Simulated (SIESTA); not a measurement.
The system is DyAgB4F16.

```
Dy Ag B F
1.0
     5.40539   -0.12478   -0.02960
     0.15132    6.87214    0.16225
     0.52959    1.25889    9.42097
Dy Ag B F
1 1 4 16
Direct
  0.51926 0.02752 0.47238
  0.00308 0.96247 0.98684
  0.98119 0.21513 0.31959
  0.55178 0.22688 0.79930
  0.47337 0.81347 0.22481
  0.99486 0.73882 0.66272
  0.19674 0.24063 0.39809
  0.91781 0.00730 0.35012
  0.01586 0.28058 0.17896
  0.77162 0.30239 0.38449
  0.47614 0.41013 0.81522
  0.80733 0.19785 0.81155
  0.42093 0.07423 0.88754
  0.50163 0.19842 0.64733
  0.25481 0.75420 0.17645
  0.46718 0.02640 0.22928
  0.49267 0.73816 0.37648
  0.68047 0.76644 0.14835
  0.00443 0.57478 0.60200
  0.19811 0.87672 0.59928
  0.00419 0.71679 0.80764
  0.76655 0.85071 0.62158
```

The cell was built by a generator and needn't be a form met in nature.

Base run:

* Program: SIESTA 5.4.2
* Functional: PBE
* Potentials or basis: PseudoDojo 0.4 standard with PseudoDojo 3+ lanthanides (4f in the core) (PBE files)
* Basis: DZP (energy shift 0.003 Ry; two zetas on semicore shells)
* Grid cutoff: 800 Ry
* Energy shift: 0.003 Ry
* k mesh: 5 × 4 × 3
* Occupations: fermi-dirac, width 0.05 eV
* Spin: collinear spin, ferromagnetic start
* Starting moments: [5.0, 0.0, 0.0, 0.0, 0.0, 0.0, 0.0, 0.0, 0.0, 0.0, 0.0, 0.0, 0.0, 0.0, 0.0, 0.0, 0.0, 0.0, 0.0, 0.0, 0.0, 0.0] μB
* Hubbard terms: Ag d U = 2 eV

Its results: band gap on the k mesh 4.95 eV, indirect (least direct gap 5.01 eV); pressure 0.6 GPa; net moment 0.00 μB per cell; largest force 0.591 eV/Å.

Question: The run is repeated on the same cell with these changes: hubbard terms from Ag d U = 2 eV to Ag d U = 4 eV. What comes out?

Answer: Band gap on the k mesh 5.49 eV, indirect (least direct gap 5.64 eV); pressure 0.6 GPa; net moment 0.00 μB per cell; largest force 0.594 eV/Å.

Caveats: the magnetic or orbital state may not be the lowest; short orbitals over semicore shells can move pressures by several GPa; spin-orbit coupling is left out, which moves the levels of the heavy elements; an odd mesh through Γ misses points on the zone boundary, where band edges often lie; the 4f electrons are frozen in the core as for a trivalent ion, so they carry no moment and show no levels; the basis of atomic orbitals isn't converged, which shifts pressures, moduli and gaps.
